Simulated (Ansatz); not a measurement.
# AlHg: the cost of one run

Computed with Ansatz 0.2.0 (DFT PBE, scalar-relativistic, plane waves, PAW, unless a step's input says otherwise).

**1. The structure to begin with**

It takes space group P-6m2 (No. 187, hexagonal). The conventional cell has a = 4.698 Å, b = 4.698 Å, c = 14.000 Å, α = 90.00°, β = 90.00°, γ = 120.00°. Around Al (site symmetry -6m2) lie 3 Hg at 2.71 Å. Hg (site symmetry -6m2) has 3 Al at 2.71 Å as nearest neighbours.

Structure file:

```
CELL_PARAMETERS angstrom
4.69753 0.00000 0.00000
-2.34876 4.06818 0.00000
0.00000 0.00000 14.00000
ATOMIC_POSITIONS crystal
Al 0.33333 0.66667 0.50000
Hg 0.00000 0.00000 0.50000
```

A structure generator made this guess: species swapped into a sheet modelled on a layer of AlSi, with Hg on the Si sites. Lengths come from tabulated atomic sizes and are only a guess.

It is a sheet, periodic along a and b, with vacuum along c; volumes and pressures of the box carry no meaning, and space groups named for it are those of the box.

**2. Probe: one point on a coarse mesh**

input.yaml reads:

```yaml
crystal:
  lattice:
    - [4.69752734, 0.0, 0.0]
    - [-2.34876367, 4.06817784, 0.0]
    - [0.0, 0.0, 14.0]
  atoms:
    - { symbol: Al, position: [0.33333333, 0.66666667, 0.5] }
    - { symbol: Hg, position: [0.0, 0.0, 0.5] }
  periodic: [true, true, false]
basis:
  ecutwfc: 420
kpoints:
  mp_grid: { grid: [6, 6, 1] }
hamiltonian:
  xc: pbe
scf:
  occupations: { method: gaussian, width: 0.1 }
  lower_state_search: "off"
output:
  forces: true
  stress: true
  eigenvalues: true
```

Run with:

```console
> ansatz run input.yaml --threads 1 --pin off --max-ram 2048MiB --backend cpu --events-out ev --progress --plain --runs-dir out
```

What time and memory should one allow on 1 thread of AMD EPYC 7R43 (Zen 3), shared host?

About 5.2 s, with a peak of 0.51 GiB.
